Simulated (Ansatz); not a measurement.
The system is La3Zr.

```
CELL_PARAMETERS angstrom
7.20376 0.00000 0.00000
-3.60188 6.23864 0.00000
0.00000 0.00000 5.87699
ATOMIC_POSITIONS crystal
La 0.17250 0.34500 0.25000
La 0.17250 0.82750 0.25000
La 0.65500 0.82750 0.25000
La 0.82750 0.65500 0.75000
La 0.82750 0.17250 0.75000
La 0.34500 0.17250 0.75000
Zr 0.33333 0.66667 0.75000
Zr 0.66667 0.33333 0.25000
```

The cell comes from a database or a generator and needn't be the stable form of this composition.

- Program: Ansatz 0.2.0
- Task: single point
- Functional: PBE
- Potentials or basis: Ansatz PAW
- Cutoff: 420 eV (not typed: the program's choice for these potentials)
- k mesh: 5 × 5 × 5
- Occupations: fermi-dirac, width 0.05 eV
- Spin: no spin polarisation

On this cell: pressure -0.1 GPa; largest force 0.056 eV/Å; band gap on the k mesh none (metal or under the smearing width).

The same run follows on a disturbed copy (atoms moved at random, drawn with an rms of 0.05 Å):

```
La Zr
1.0
     7.20376    0.00000    0.00000
    -3.60188    6.23864    0.00000
     0.00000    0.00000    5.87699
La Zr
6 2
Direct
  0.17072 0.35002 0.25251
  0.17394 0.82959 0.24969
  0.65865 0.82876 0.25262
  0.82127 0.64857 0.75761
  0.82867 0.17584 0.74523
  0.35459 0.18222 0.75269
  0.33112 0.66247 0.75105
  0.66807 0.33292 0.24773
```

Question: What changes?

Answer: The energy (extrapolated to zero smearing) moves by +1.4 meV/atom; pressure -0.1 GPa; largest force 0.151 eV/Å; band gap on the k mesh none (metal or under the smearing width).

Forces in eV/Å, atoms in the order of the input:
```
La   0.072 -0.040 -0.037
La   0.022  0.020  0.033
La  -0.090 -0.009 -0.018
La   0.063  0.087 -0.090
La   0.000 -0.059  0.057
La  -0.095 -0.111 -0.038
Zr   0.012  0.103  0.020
Zr   0.016  0.010  0.072
```

Stress tensor (GPa, compression positive):
```
 0.05  0.00  0.00
 0.00  0.13  0.01
 0.00  0.01 -0.41
```
